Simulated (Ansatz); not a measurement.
# Nudged elastic band run: Mg$_{8}$Si$_{4}$H

Input file:

```yaml
crystal:
  lattice:
    - [6.391, 0.0, 0.0]
    - [0.0, 6.391, 0.0]
    - [0.0, 0.0, 6.391]
  atoms:
    - { symbol: Mg, position: [0.24101474, 0.25406718, 0.25480897] }
    - { symbol: Mg, position: [0.73816806, 0.74377715, 0.74472142] }
    - { symbol: Si, position: [0.00066566, -0.00013645, 0.00046379] }
    - { symbol: Mg, position: [0.73783842, 0.74373243, 0.25687153] }
    - { symbol: Mg, position: [0.24126694, 0.25413367, 0.74631107] }
    - { symbol: Si, position: [0.49021226, 0.49983074, 0.00067058] }
    - { symbol: Mg, position: [0.73820448, 0.25588398, 0.74471585] }
    - { symbol: Mg, position: [0.24098855, 0.74563986, 0.2548014] }
    - { symbol: Si, position: [0.49019465, -0.00016004, 0.50075105] }
    - { symbol: Mg, position: [0.24123625, 0.74557053, 0.7463191] }
    - { symbol: Mg, position: [0.73787782, 0.25590955, 0.25685886] }
    - { symbol: Si, position: [-0.0089004, 0.49984734, 0.50061164] }
    - { symbol: H, position: [0.74870437, -0.00043753, 0.00313954] }
basis:
  ecutwfc: 420.0
kpoints:
  mp_grid: { grid: [3, 3, 3] }
hamiltonian:
  xc: pbe
scf:
  occupations: { method: gaussian, width: 0.1 }
  lower_state_search: "off"
neb:
  images: 3
  f_tol: 0.05
  initial_path: idpp
  max_iterations: 80
  spring: { min: 2.0, max: 10.0 }
  final_atoms:
    - { symbol: Mg, position: [0.24386092, 0.23750849, 0.25607145] }
    - { symbol: Mg, position: [0.75423193, 0.74025347, 0.74573434] }
    - { symbol: Si, position: [0.0002614, -0.0103838, -0.00015272] }
    - { symbol: Mg, position: [0.75427095, 0.74030037, 0.2539498] }
    - { symbol: Mg, position: [0.24418805, 0.23719729, 0.74361314] }
    - { symbol: Si, position: [0.50011305, 0.49942033, -0.00013766] }
    - { symbol: Mg, position: [0.75637057, 0.23684163, 0.74356565] }
    - { symbol: Mg, position: [0.24591667, 0.74046586, 0.2540511] }
    - { symbol: Si, position: [0.50012515, -0.01038032, 0.49967061] }
    - { symbol: Mg, position: [0.24603579, 0.74027479, 0.74571325] }
    - { symbol: Mg, position: [0.75636115, 0.23727829, 0.25578198] }
    - { symbol: Si, position: [4.375e-05, 0.49058313, 0.49995727] }
    - { symbol: H, position: [0.50159662, 0.24731989, -0.00201369] }
  order_check: true
```

Command:

```bash
$ ansatz run input.yaml --threads 2 --pin off --max-ram 5120MiB --backend cpu --events-out ev --progress --plain --runs-dir out
```

Output, in part (warnings, iteration lines):

```
NEB end point (image 0): max|allowed force component| = 9.048e-3 eV/Å (the criterion of neb.relax_end_points is 1.000e-2)
NEB end point (image 4): max|allowed force component| = 4.683e-3 eV/Å (the criterion of neb.relax_end_points is 1.000e-2)
NEB iter   1: max|band force component| = 1.109e0 eV/Å  barrier→ = 0.6364 eV  barrier← = 0.6364 eV  Δτ_max = 0.2000 Å  (40 SCF iters)
NEB iter   2: max|band force component| = 6.614e-1 eV/Å  barrier→ = 0.5081 eV  barrier← = 0.5081 eV  Δτ_max = 0.1064 Å  (23 SCF iters)
NEB iter   3: max|band force component| = 1.818e-1 eV/Å  barrier→ = 0.3156 eV  barrier← = 0.3156 eV  CI = image 2  Δτ_max = 0.0945 Å  (21 SCF iters)
NEB iter   4: max|band force component| = 1.129e-1 eV/Å  barrier→ = 0.3053 eV  barrier← = 0.3053 eV  CI = image 2  Δτ_max = 0.1597 Å  (20 SCF iters)
NEB iter   5: max|band force component| = 1.162e-1 eV/Å  barrier→ = 0.2987 eV  barrier← = 0.2987 eV  CI = image 2  Δτ_max = 0.0251 Å  (20 SCF iters)
NEB iter   6: max|band force component| = 3.733e-2 eV/Å  barrier→ = 0.2972 eV  barrier← = 0.2972 eV  CI = image 2  Δτ_max = 0.0000 Å  (230 SCF iters)
```

The run converged. By the program's own check the climbing image is a first-order saddle point (lowest curvatures found: -0.50 and 0.49 eV/Å²). Limits of this set-up: coarse k mesh, odd electron count without spin, a small cell, in which the defect meets its images.

Final band (atoms are numbered from 1 in the order of the input):

```json
{"image": "0", "path coordinate (Å)": "0.00", "energy (eV)": "0.000", "Si3–H13 (Å)": "1.61", "Si6–H13 (Å)": "3.60"}
{"image": "1", "path coordinate (Å)": "0.71", "energy (eV)": "0.196", "Si3–H13 (Å)": "2.01", "Si6–H13 (Å)": "2.91"}
{"image": "2", "path coordinate (Å)": "1.22", "energy (eV)": "0.297", "Si3–H13 (Å)": "2.59", "Si6–H13 (Å)": "2.59"}
{"image": "3", "path coordinate (Å)": "1.74", "energy (eV)": "0.198", "Si3–H13 (Å)": "2.90", "Si6–H13 (Å)": "2.01"}
{"image": "4", "path coordinate (Å)": "2.43", "energy (eV)": "0.000", "Si3–H13 (Å)": "3.59", "Si6–H13 (Å)": "1.61"}
```

Time of the run: 2 min on 2 threads of AMD EPYC 9R45 (Zen 5) (shared host), peak memory 1.2 GiB.
